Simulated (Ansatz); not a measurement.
**C2H4Ge: a ladder of functionals and wavefunction methods**

One table from this session's results is given with a row withheld; the runs are named, their logs left out.

Method: functionals in def2-TZVPP, the program's frozen cores in correlated methods; program: Ansatz 0.2.0, Gaussian basis.

The runs, in order: LDA (SPW92), PBE-D4, revPBE-D4, BLYP-D4, r2SCAN-D4, B97M-V, PBE0-D4, B3LYP-D4, r2SCANh-D4, r2SCAN0-D4, HSE06-D4, BHLYP-D4, CAM-B3LYP-D4, LC-ωPBE, ωB97X-V, ωB97M-V, B2PLYP, PBE-QIDH; CCSD(T)/def2-SVP; CCSD(T)/def2-TZVPP; MP2/def2-QZVPP; extrapolation to the limit; RPA on PBE.

### The geometry

The geometry comes from an earlier relaxation with PBE0-D4 in a triple-zeta def2 set; it is a stationary point, not always the lowest conformer.

SMILES `[CH]1=[CH][GeH2]1`, 7 atoms, charge 0, spin multiplicity 1.

Atoms are counted from 1 here; the program's logs count them from 0.

Bond lengths: C1–C2 1.320 Å, C1–Ge3 1.911 Å, C1–H4 1.084 Å, C2–Ge3 1.911 Å, C2–H5 1.084 Å, Ge3–H6 1.530 Å, Ge3–H7 1.530 Å. Angles: C2–C1–Ge3 69.8°, C2–C1–H4 137.4°, Ge3–C1–H4 152.8°, C1–C2–Ge3 69.8°, C1–C2–H5 137.4°, Ge3–C2–H5 152.8°, C1–Ge3–C2 40.4°, C1–Ge3–H6 120.1°, C1–Ge3–H7 120.1°, C2–Ge3–H6 120.1°, C2–Ge3–H7 120.1°, H6–Ge3–H7 115.3°.

The first run:

File in.yaml:

```yaml
crystal:
  periodic: [false, false, false]
  atoms:
    - {symbol: C, position_ang: [-0.802782, -0.586621, -0.276414]}
    - {symbol: C, position_ang: [0.074109, 0.044900, -1.034634]}
    - {symbol: Ge, position_ang: [0.479495, 0.319734, 0.812278]}
    - {symbol: H, position_ang: [-1.677853, -1.209770, -0.418346]}
    - {symbol: H, position_ang: [0.259054, 0.185163, -2.093089]}
    - {symbol: H, position_ang: [0.114027, 1.641390, 1.490448]}
    - {symbol: H, position_ang: [1.615251, -0.462797, 1.474058]}
basis:
  gaussian: {orbitals: def2-TZVPP}
hamiltonian: {xc: lda}
output: {orbitals: {seedname: orbitals}}
```

Launch:

```console
ansatz run in.yaml --threads 2 --pin off --events-out ev --progress --plain --max-ram 4352MiB
```

Steps of the session up to this table: LDA; PBE-D4 (GGA); revPBE-D4 (GGA); BLYP-D4 (GGA); r2SCAN-D4 (meta-GGA); B97M-V (meta-GGA); PBE0-D4 (hybrid); B3LYP-D4 (hybrid); r2SCANh-D4 (hybrid); r2SCAN0-D4 (hybrid); HSE06-D4 (hybrid); BHLYP-D4 (hybrid); CAM-B3LYP-D4 (range-separated); LC-ωPBE (range-separated); ωB97X-V (range-separated); ωB97M-V (range-separated); B2PLYP (double hybrid); PBE-QIDH (double hybrid).

One table of the session follows, with a row left open; its other results are not shown here.

It belongs to the step «Orbital energies across the functionals». 

| functional | HOMO (eV) | gap (eV) |
| --- | --- | --- |
| LDA (SPW92) | -6.03 | 4.61 |
| PBE-D4 | -5.90 | 4.72 |
| revPBE-D4 | -5.85 | 4.76 |
| BLYP-D4 | ? | ? |
| r2SCAN-D4 | -6.12 | 5.20 |
| B97M-V | -6.12 | 5.32 |
| PBE0-D4 | -6.97 | 6.88 |
| B3LYP-D4 | -6.78 | 6.45 |
| r2SCANh-D4 | -6.52 | 5.99 |
| r2SCAN0-D4 | -7.12 | 7.16 |
| HSE06-D4 | -6.57 | 6.10 |
| BHLYP-D4 | -7.93 | 9.00 |
| CAM-B3LYP-D4 | -8.24 | 9.35 |
| LC-ωPBE | -9.53 | 11.85 |
| ωB97X-V | -9.21 | 11.42 |
| ωB97M-V | -9.08 | 11.15 |

Estimate the missing values for BLYP-D4.

Worked estimate for «HOMO (eV)». Against the share of exact exchange, B3LYP-D4 (0.2, -6.78), BHLYP-D4 (0.5, -7.93) give a slope of -3.83 per unit share; at 0 the line stands at -6.01.

As computed: HOMO (eV): -5.76; gap (eV): 4.73. In «HOMO (eV)» the line misses by -0.25.
